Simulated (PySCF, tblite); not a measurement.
# C₂H₁₁N₃Si₃: geometry, infrared bands and NMR shifts

Wanted: the infrared bands and NMR shifts of C₂H₁₁N₃Si₃ (`CN[SiH2]N([SiH3])[SiH2]C#N`), by calculation.

Programs: tblite 0.8.0 and PySCF 2.14.0, with density-fitted response routines of our own. Each step states its level of theory. These are calculated values for one molecule in the gas phase, unless marked as measured. Atoms count from 0, in the outputs and in this text.

**1. The starting structure**

19 atoms, charge 0, multiplicity 1; geometry from: force field or distance geometry start.

Bonds of the start (Å): C0–N1 1.45, N1–Si2 1.77, Si2–N3 1.77, N3–Si4 1.78, N3–Si5 1.79, Si5–C6 1.82, C6–N7 1.15, C0–H8 1.11, C0–H9 1.12, C0–H10 1.10, N1–H11 1.03, Si2–H12 1.47, Si2–H13 1.47, Si4–H14 1.45, Si4–H15 1.48, Si4–H16 1.47, Si5–H17 1.47, Si5–H18 1.46.

**2. Optimising the geometry with GFN2-xTB**

What the job is given:

```
{"job": {"kind": "relax", "xc": "GFN2-xTB", "basis": "xTB"}, "charge": 0, "multiplicity": 1}
C      2.984500    -0.925900    -0.374100
N      1.547200    -0.862500    -0.588400
Si     0.818600     0.674200    -0.113400
N     -0.950500     0.612000    -0.063900
Si    -1.729200     1.915800     0.865000
Si    -1.623200    -1.006200     0.285100
C     -2.733400    -1.430800    -1.090600
N     -3.453800    -1.703700    -1.945100
H      3.546200    -0.226600    -1.036000
H      3.168000    -0.588300     0.680400
H      3.366200    -1.949800    -0.456400
H      1.233100    -1.254700    -1.482400
H      1.180600     1.796400    -0.993200
H      1.324100     1.024600     1.222600
H     -1.389800     1.922600     2.273100
H     -3.197300     1.848600     0.658300
H     -1.285900     3.183500     0.263200
H     -2.281500    -1.045700     1.593300
H     -0.533600    -1.974200     0.295200
```

On the command line:

```
$ OMP_NUM_THREADS=1 python probes_run.py task.json out
```

One launch serves the whole session: the jobs run in the order shown.

**Question.** This job is followed by: GFN2-xTB harmonic vibrations, gas phase; GIAO PBE0/pcSseg-1 NMR shielding, non-relativistic, gas phase. Predict these results of the whole session: strongest single infrared mode (GFN2-xTB); zero-point energy (GFN2-xTB); 13C shifts against TMS (PBE0/pcSseg-1); 1H shifts against TMS (PBE0/pcSseg-1, means over atoms taken as alike); 15N shifts against NH3 (PBE0/pcSseg-1); 29Si shifts against TMS (PBE0/pcSseg-1).

As calculated:

| quantity | value |
| --- | --- |
| strongest single infrared mode (GFN2-xTB) | 968 cm⁻¹, 573 km/mol |
| zero-point energy (GFN2-xTB) | 78.2 kcal/mol |
| 13C shifts against TMS (PBE0/pcSseg-1) | 126.2, 28.8 ppm |
| 1H shifts against TMS (PBE0/pcSseg-1, means over atoms taken as alike) | 5.08, 5.00, 4.79, 2.77, 0.15 ppm |
| 15N shifts against NH3 (PBE0/pcSseg-1) | 357.1, 22.3, 0.4 ppm |
| 29Si shifts against TMS (PBE0/pcSseg-1) | -27.2, -49.7, -61.8 ppm |

**Reading.** The optimisation took 145 steps and gained 0.497 eV; among the close pairs (by a distance rule), Si5–C6 changed most, from 1.818 to 1.873 Å. The lowest mode is slightly imaginary (18i cm⁻¹), a soft motion within the noise of the Hessian, so the minimum is not strictly shown. The strongest single mode, at 968 cm⁻¹, moves mainly N3. GFN2-xTB is a fitted tight-binding method: band positions and strengths are rough. Its intensities can rank the bands wrongly. At PBE0/pcSseg-1: The largest span, 589 ppm, is at N7, where the paramagnetic term is -429 ppm.
